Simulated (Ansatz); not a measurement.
# AlGa3P4: the cost of one run

Method: DFT PBE, scalar-relativistic, plane waves, PAW, in Ansatz 0.2.0.

## Step 1: Starting point

The structure is cubic, space group P-43m (No. 215). Conventional cell: a = 5.507 Å, b = 5.507 Å, c = 5.507 Å, α = 90.00°, β = 90.00°, γ = 90.00°. Al (site symmetry -43m) is surrounded by 4 P at 2.38 Å. Around Ga (site symmetry -42m) lie 4 P at 2.39 Å. P (site symmetry 3m) is surrounded by 1 Al at 2.38 Å and 3 Ga at 2.39 Å.

Structure file:

```
Al Ga P
1.0
     5.50717    0.00000    0.00000
     0.00000    5.50717    0.00000
     0.00000    0.00000    5.50717
Al Ga P
1 3 4
Direct
  0.00000 0.00000 0.00000
  0.50000 0.00000 0.50000
  0.50000 0.50000 0.00000
  0.00000 0.50000 0.50000
  0.75050 0.24949 0.24949
  0.75050 0.75050 0.75050
  0.24949 0.24949 0.75050
  0.24949 0.75050 0.24949
```

It is the end of an earlier relaxation with the same method, from a generated guess; it needn't be the stable form of this composition. At a tolerance of 0.02 Å it has space group P-43m (No. 215); it has 20.88 Å³/atom, an uncorrected energy of -0.48 eV/atom over the elements and, on its mesh, gap 1.64 eV.

## Step 2: Seeking the band edges over the whole zone

The input, input.yaml:

```yaml
crystal:
  lattice:
    - [5.5071725, 0.0, 0.0]
    - [0.0, 5.5071725, 0.0]
    - [0.0, 0.0, 5.5071725]
  atoms:
    - { symbol: Al, position: [0.0, 0.0, 0.0] }
    - { symbol: Ga, position: [0.5, 0.0, 0.5] }
    - { symbol: Ga, position: [0.5, 0.5, 0.0] }
    - { symbol: Ga, position: [0.0, 0.5, 0.5] }
    - { symbol: P, position: [0.750505, 0.249495, 0.249495] }
    - { symbol: P, position: [0.750505, 0.750505, 0.750505] }
    - { symbol: P, position: [0.249495, 0.249495, 0.750505] }
    - { symbol: P, position: [0.249495, 0.750505, 0.249495] }
basis:
  ecutwfc: 420
kpoints:
  mp_grid: { grid: [6, 6, 6] }
  band_path: { path: [VBM, CBM], npoints: 2 }
hamiltonian:
  xc: pbe
scf:
  occupations: { method: gaussian, width: 0.02 }
output:
  forces: false
  stress: false
  eigenvalues: true
checkpoint:
  read: start.run
  write: ck
  compress: false
  write_wavefunctions: false
  write_every: 100000
```

Command:

```bash
> ansatz run input.yaml --threads 4 --pin off --max-ram 8192MiB --backend cpu --events-out ev --progress --plain --runs-dir out
```

Q: Estimate wall time and peak memory on 4 threads of Arm Neoverse V2, shared host.

About 14 s, with a peak of 0.47 GiB.
